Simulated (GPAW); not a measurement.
MoN2: band structure with PBEsol+U

The system is MoN2.

```xyz
6
Lattice="4.3481 0.0000 0.0000 0.0000 4.3481 0.0000 0.0000 0.0000 2.7675" Properties=species:S:1:pos:R:3 pbc="T T T"
Mo    0.0000    0.0000    0.0000
Mo    2.1740    2.1740    0.0000
N     2.6595    3.8626    1.3837
N     1.6886    0.4854    1.3837
N     0.4854    2.6595    1.3837
N     3.8626    1.6886    1.3837
```

Measurements of this composition are mostly on another form, of space group No. 160.

| Item | Value |
| --- | --- |
| Program | GPAW 26.7.0 |
| Task | band structure |
| Functional | PBEsol |
| Potentials or basis | PAW data sets generated in the run's folder for this functional |
| Cutoff | 800 eV |
| Basis | pw |
| k mesh | 5 × 5 × 7 |
| Occupations | fermi-dirac, width 0.05 eV |
| Spin | no spin polarisation |
| Hubbard terms | Mo d U = 8 eV |
| Maxiter | 150 |
| Band path | GXMGZRAZ,XR,MA |
| Band points | 80 |

```
Pressure                : 9.9 GPa
Largest force           : 0.899 eV/Å
Band gap along the path : none (metal or under the smearing width)
```

Forces on the atoms (eV/Å):
```
Mo   0.000  0.000  0.000
Mo   0.000  0.000  0.000
N   -0.636  0.636  0.000
N    0.636 -0.636  0.000
N   -0.636 -0.636  0.000
N    0.636  0.636  0.000
```

Stress tensor (GPa, compression positive):
```
 7.12  0.00  0.00
 0.00  7.12  0.00
 0.00  0.00 15.50
```

Levels at the corners of the path, in eV from the Fermi level:
| point | band 22 | band 23 | band 24 | band 25 | band 26 | band 27 |
| --- | --- | --- | --- | --- | --- | --- |
| Γ | -3.21 | -1.70 | -1.70 | 0.42 | 1.70 | 2.67 |
| X | -3.05 | -0.76 | -0.76 | -0.10 | -0.10 | 4.03 |
| M | -1.24 | -0.48 | -0.48 | 1.01 | 1.01 | 3.14 |
| Γ | -3.21 | -1.70 | -1.70 | 0.42 | 1.70 | 2.67 |
| Z | -1.57 | -1.57 | 1.52 | 2.99 | 3.74 | 4.08 |
| R | -3.09 | -1.87 | -1.87 | 3.28 | 3.28 | 4.65 |
| A | -4.09 | -3.91 | -3.91 | 3.31 | 3.31 | 4.97 |
| Z | -1.57 | -1.57 | 1.52 | 2.99 | 3.74 | 4.08 |
| X | -3.05 | -0.76 | -0.76 | -0.10 | -0.10 | 4.03 |
| R | -3.09 | -1.87 | -1.87 | 3.28 | 3.28 | 4.65 |
| M | -1.24 | -0.48 | -0.48 | 1.01 | 1.01 | 3.14 |
| A | -4.09 | -3.91 | -3.91 | 3.31 | 3.31 | 4.97 |

Run time: 3.1 min on 1 thread of Arm Neoverse V2, with other jobs on the host, peak memory 0.54 GiB.

Caveat: U without spin polarisation on a metal has little footing.
